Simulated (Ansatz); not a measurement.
# C3H4F4O: up Jacob's ladder to CCSD(T)

One table from this session's results is given with a row withheld; the runs are named, their logs left out.

Computed with Ansatz 0.2.0, Gaussian basis. Level: functionals in def2-TZVPP, the program's frozen cores in correlated methods.

Plan: LDA (SPW92), PBE-D4, revPBE-D4, BLYP-D4, r2SCAN-D4, B97M-V, PBE0-D4, B3LYP-D4, r2SCANh-D4, r2SCAN0-D4, HSE06-D4, BHLYP-D4, CAM-B3LYP-D4, LC-ωPBE, ωB97X-V, ωB97M-V, B2PLYP, PBE-QIDH; CCSD(T)/def2-SVP; MP2/def2-TZVPP; MP2/def2-QZVPP; RPA on PBE.

## The geometry

An earlier PBE0-D4 in a triple-zeta def2 set relaxation fixed the geometry.

SMILES `FCC(F)OC(F)F`, 12 atoms, charge 0, spin multiplicity 1.

Atoms are counted from 1 here; the program's logs count them from 0.

Bond lengths: F1–C2 1.371 Å, C2–C3 1.509 Å, C2–H9 1.092 Å, C2–H10 1.093 Å, C3–F4 1.377 Å, C3–O5 1.384 Å, C3–H11 1.095 Å, O5–C6 1.370 Å, C6–F7 1.351 Å, C6–F8 1.331 Å, C6–H12 1.094 Å. Angles: F1–C2–C3 109.4°, F1–C2–H9 109.2°, F1–C2–H10 109.4°, C3–C2–H9 109.1°, C3–C2–H10 109.6°, H9–C2–H10 110.2°, C2–C3–F4 107.8°, C2–C3–O5 108.6°, C2–C3–H11 111.9°, F4–C3–O5 109.5°, F4–C3–H11 107.6°, O5–C3–H11 111.4°, C3–O5–C6 115.6°, O5–C6–F7 110.3°, O5–C6–F8 106.6°, O5–C6–H12 113.3°, F7–C6–F8 108.1°, F7–C6–H12 108.3° and more.

The first run:

Contents of in.yaml:

```yaml
crystal:
  periodic: [false, false, false]
  atoms:
    - {symbol: F, position_ang: [-1.949308, -1.141727, 0.879040]}
    - {symbol: C, position_ang: [-0.634990, -1.101206, 1.266284]}
    - {symbol: C, position_ang: [0.051884, 0.059412, 0.589646]}
    - {symbol: F, position_ang: [1.290996, 0.212347, 1.171317]}
    - {symbol: O, position_ang: [0.205677, -0.239435, -0.752441]}
    - {symbol: C, position_ang: [0.560398, 0.812445, -1.555815]}
    - {symbol: F, position_ang: [-0.467412, 1.682272, -1.670941]}
    - {symbol: F, position_ang: [0.809610, 0.304446, -2.760612]}
    - {symbol: H, position_ang: [-0.583711, -0.964190, 2.348929]}
    - {symbol: H, position_ang: [-0.143814, -2.034839, 0.980219]}
    - {symbol: H, position_ang: [-0.497750, 0.995936, 0.729378]}
    - {symbol: H, position_ang: [1.435223, 1.359338, -1.190903]}
basis:
  gaussian: {orbitals: def2-TZVPP}
hamiltonian: {xc: lda}
output: {orbitals: {seedname: orbitals}}
```

Launch:

```sh
ansatz run in.yaml --threads 4 --pin off --events-out ev --progress --plain --max-ram 11315MiB
```

Among the steps run: LDA; PBE-D4 (GGA); revPBE-D4 (GGA); BLYP-D4 (GGA); r2SCAN-D4 (meta-GGA); B97M-V (meta-GGA); B3LYP-D4 (hybrid); r2SCANh-D4 (hybrid); r2SCAN0-D4 (hybrid); HSE06-D4 (hybrid); BHLYP-D4 (hybrid); CAM-B3LYP-D4 (range-separated); LC-ωPBE (range-separated); ωB97X-V (range-separated); ωB97M-V (range-separated); B2PLYP (double hybrid); PBE-QIDH (double hybrid).

One table of the session follows, with a row left open; its other results are not shown here.

It belongs to the step «Frontier levels by functional». 

| functional | HOMO (eV) | LUMO (eV) | gap (eV) |
| --- | --- | --- | --- |
| LDA (SPW92) | ? | ? | ? |
| PBE-D4 | -8.12 | -0.02 | 8.10 |
| revPBE-D4 | -8.04 | 0.13 | 8.17 |
| BLYP-D4 | -8.09 | 0.05 | 8.14 |
| r2SCAN-D4 | -8.52 | 0.46 | 8.98 |
| B97M-V | -8.69 | 0.35 | 9.05 |
| PBE0-D4 | -9.88 | 1.08 | 10.96 |
| B3LYP-D4 | -9.67 | 0.74 | 10.41 |
| r2SCANh-D4 | -9.17 | 0.85 | 10.02 |
| r2SCAN0-D4 | -10.15 | 1.40 | 11.55 |
| HSE06-D4 | -9.47 | 0.70 | 10.17 |
| BHLYP-D4 | -11.62 | 1.98 | 13.60 |
| CAM-B3LYP-D4 | -11.44 | 2.03 | 13.47 |
| LC-ωPBE | -12.71 | 3.41 | 16.11 |
| ωB97X-V | -12.39 | 3.24 | 15.63 |
| ωB97M-V | -12.31 | 2.89 | 15.20 |

Estimate the missing values for LDA (SPW92).

**Answer.** HOMO (eV): -8.30; LUMO (eV): -0.36; gap (eV): 7.94. In the column «HOMO (eV)» it lies between r2SCAN-D4 (-8.52) and PBE-D4 (-8.12).
